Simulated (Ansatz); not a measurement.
# C2H7FSn: how energies converge with the basis set

An exercise on one series of results from a longer session: the logs are not shown, and one member is left open.

Computed with Ansatz 0.2.0, Gaussian basis. Level: one geometry, several basis sets.

Levels to be run: PBE0-D4/def2-SVP; ωB97M-V/def2-SVP; PBE0-D4/def2-QZVPP; ωB97M-V/def2-QZVPP; the functionals' def2-TZVPP values are taken from earlier runs.

## The relaxed structure

All runs share one geometry, relaxed beforehand with PBE0-D4 in a triple-zeta def2 set. Sn takes the def2 core potential; no spin-orbit term is included.

SMILES `C[CH2][SnH2][F]`, 11 atoms, charge 0, spin multiplicity 1.

Atoms are counted from 1 here; the program's logs count them from 0.

Bond lengths: C1–C2 1.522 Å, C1–H5 1.093 Å, C1–H6 1.094 Å, C1–H7 1.092 Å, C2–Sn3 2.136 Å, C2–H8 1.093 Å, C2–H9 1.093 Å, Sn3–F4 1.935 Å, Sn3–H10 1.708 Å, Sn3–H11 1.707 Å. Angles: C2–C1–H5 111.8°, C2–C1–H6 111.0°, C2–C1–H7 111.4°, H5–C1–H6 107.3°, H5–C1–H7 107.5°, H6–C1–H7 107.6°, C1–C2–Sn3 112.3°, C1–C2–H8 111.6°, C1–C2–H9 111.3°, Sn3–C2–H8 107.9°, Sn3–C2–H9 106.5°, H8–C2–H9 106.9°, C2–Sn3–F4 103.2°, C2–Sn3–H10 114.5°, C2–Sn3–H11 116.1°, F4–Sn3–H10 103.9°, F4–Sn3–H11 104.4°, H10–Sn3–H11 112.8°.

Coordinates:

```xyz
11

C    -0.62734    1.32452    0.23119
C    -0.28487   -0.04864    0.79244
Sn    0.86974   -1.21730   -0.57308
F    -0.20675   -1.20710   -2.18070
H     0.26954    1.91949    0.04059
H    -1.25064    1.88962    0.93006
H    -1.17456    1.24552   -0.71048
H     0.27712    0.02814    1.72729
H    -1.18713   -0.62517    1.00981
H     2.33973   -0.49407   -1.05782
H     1.04066   -2.87192   -0.18870
```

The first run:

in.yaml

```yaml
crystal:
  periodic: [false, false, false]
  atoms:
    - {symbol: C, position_ang: [-0.627339, 1.324518, 0.231194]}
    - {symbol: C, position_ang: [-0.284869, -0.048643, 0.792444]}
    - {symbol: Sn, position_ang: [0.869743, -1.217299, -0.573085]}
    - {symbol: F, position_ang: [-0.206745, -1.207096, -2.180697]}
    - {symbol: H, position_ang: [0.269537, 1.919495, 0.040589]}
    - {symbol: H, position_ang: [-1.250644, 1.889620, 0.930058]}
    - {symbol: H, position_ang: [-1.174557, 1.245524, -0.710483]}
    - {symbol: H, position_ang: [0.277122, 0.028141, 1.727293]}
    - {symbol: H, position_ang: [-1.187134, -0.625168, 1.009805]}
    - {symbol: H, position_ang: [2.339729, -0.494072, -1.057817]}
    - {symbol: H, position_ang: [1.040656, -2.871921, -0.188703]}
basis:
  gaussian: {orbitals: def2-SVP}
hamiltonian: {xc: pbe0, dispersion: d4}
output: {orbitals: {seedname: orbitals}}
```

Launch:

```console
$ ansatz run in.yaml --threads 4 --pin off --events-out ev --progress --plain --max-ram 10444MiB
```

Steps of the session up to this table: PBE0-D4 in def2-SVP; ωB97M-V in def2-SVP; PBE0-D4 in def2-QZVPP; ωB97M-V in def2-QZVPP.

One table of the session follows, with a row left open; its other results are not shown here.

It belongs to the step «Functionals by basis». 

| functional | basis | HOMO (eV) | LUMO (eV) |
| --- | --- | --- | --- |
| PBE0-D4 | def2-SVP | -8.09 | -0.05 |
| PBE0-D4 | def2-TZVPP | -8.14 | -0.41 |
| PBE0-D4 | def2-QZVPP | -8.15 | -0.50 |
| ωB97M-V | def2-SVP | ? | ? |
| ωB97M-V | def2-TZVPP | -10.31 | 1.05 |
| ωB97M-V | def2-QZVPP | -10.32 | 0.77 |

Estimate the missing values for ωB97M-V, def2-SVP.

The run gave: HOMO (eV): -10.23; LUMO (eV): 1.67. In the column «HOMO (eV)» it lies between ωB97M-V, def2-TZVPP (-10.31) and PBE0-D4, def2-QZVPP (-8.15).
